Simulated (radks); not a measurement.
# Sb³⁻ held by a Watson sphere

The task here is to estimate one member of a computed series from the others.

Method: scalar-relativistic Kohn-Sham, LDA (Slater exchange, VWN5 correlation), spin-polarised, spherical densities, finite nucleus. Code: radks (a radial shooting solver on a logarithmic mesh, Libxc functionals) version 1.

## Starting point

| Property | Result |
| --- | --- |
| element | antimony (Z = 51) |
| charge | -3 |
| electrons | 54 |
| configuration | [Xe] |
| nuclear rms radius | 4.6802 fm |

Outer shells as boxes (Hund's rule):

Sb³⁻
```
[Kr] core
4d [↑↓][↑↓][↑↓][↑↓][↑↓]
5s [↑↓]
5p [↑↓][↑↓][↑↓]
```

The first run:

Input:

```text
Z 51
configuration [Xe]
relativity scalar-relativistic
functional lda,vwn5
spin polarised
nucleus finite rms 4.6802 fm
c 137.035999084
watson charge 3 radius 2.41 bohr
response adiabatic LDA kernel
```

Steps of the session up to this table: R = 2.41 bohr; R = 4.17 bohr; R = 4.29 bohr; R = 4.31 bohr; R = 4.39 bohr; R = 5.01 bohr; R = 5.08 bohr; R = 5.28 bohr; R = 5.93 bohr.

One table of the session follows, with a row left open; its other results are not shown here.

```
R (bohr)  highest level (eV)  its <r> (bohr)  sum of <r²> (bohr²)  α (bohr³)
    2.41              -7.343           2.718                83.26      46.13
    4.17                   ?               ?                    ?          ?
    4.29              -4.522           3.450                118.1      144.9
    4.31              -4.497           3.457                118.5      146.7
    4.39              -4.400           3.487                120.2      154.1
    5.01              -3.724           3.713                133.1      223.5
    5.08              -3.657           3.737                134.6      232.9
    5.28              -3.473           3.808                139.0      261.7
    5.93              -2.960           4.033                154.0      378.2
```

Q: Estimate the row for R (bohr) = 4.17 from the others.

Worked estimate for «highest level (eV)». A straight line through the neighbours (2.41, -7.343) and (4.29, -4.522) gives -7.343 + (-4.522 + 7.343) × (4.17 − 2.41) / (4.29 − 2.41) = -4.702; a parabola fitted to 3 rows on both sides gives -4.674.

**Answer.** highest level (eV): -4.675; its <r> (bohr): 3.405; sum of <r²> (bohr²): 115.7; α (bohr³): 134.6. In «highest level (eV)» the line misses by -0.027 and the parabola by +0.001.

In words: From R = 2.41 to 5.93 bohr the top level moves from -7.343 to -2.960 eV and its mean radius from 2.72 to 4.03 bohr. A wider sphere makes a shallower well, so the ion swells.
